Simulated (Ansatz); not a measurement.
**Br₂ (SMILES BrBr): functionals against CCSD(T) at one geometry**

The task here is to estimate one member of a computed series from the others.

Method: single points in def2-TZVPP; program: Ansatz 0.2.0, Gaussian basis.

Cores are frozen in the correlated methods. Filled d shells of the heavier atoms are correlated.

## The system as given

SMILES `BrBr`, 2 atoms, charge 0, spin multiplicity 1.

Atoms are counted from 1 here; the program's logs count them from 0.

Bond lengths: Br1–Br2 2.301 Å.

Coordinates:

```
atom    x (Å)    y (Å)    z (Å)
 Br1   1.1114  -0.2292   0.3135
 Br2  -0.8740   0.5001  -0.5927
```

Set-up of the first run:

run/in.yaml reads:

```yaml
crystal:
  periodic: [false, false, false]
  atoms:
    - {symbol: Br, position_ang: [1.111400, -0.229200, 0.313500]}
    - {symbol: Br, position_ang: [-0.874000, 0.500100, -0.592700]}
basis:
  gaussian: {orbitals: def2-TZVPP}
correlation: {method: ccsd_t}
output: {forces: true}
```

No record of the launch command was kept for these runs.

Among the steps run: CCSD(T)/def2-TZVPP; PBE0-D4/def2-TZVPP; wB97M-V/def2-TZVPP; r2SCAN-D4/def2-TZVPP; PBE-D4/def2-TZVPP; CAM-B3LYP-D4/def2-TZVPP; wB97X-V/def2-TZVPP.

One of the session's tables, all rows but one given; the rest of the session is left out.

| method | RMS force component (eV/Å) | angle to CCSD(T) forces (°) |
| --- | --- | --- |
| CCSD(T) | 0.009 | reference |
| PBE0-D4 | 0.179 | 0.0 |
| wB97M-V | 0.183 | 0.0 |
| r2SCAN-D4 | 0.046 | 0.0 |
| PBE-D4 | 0.085 | 180.0 |
| CAM-B3LYP-D4 | ? | ? |
| wB97X-V | 0.258 | 0.0 |

**Question.** Estimate the row for CAM-B3LYP-D4.

**Answer.** RMS force component (eV/Å): 0.095; angle to CCSD(T) forces (°): 0.0. In the column «RMS force component (eV/Å)» it lies between PBE-D4 (0.085) and PBE0-D4 (0.179).
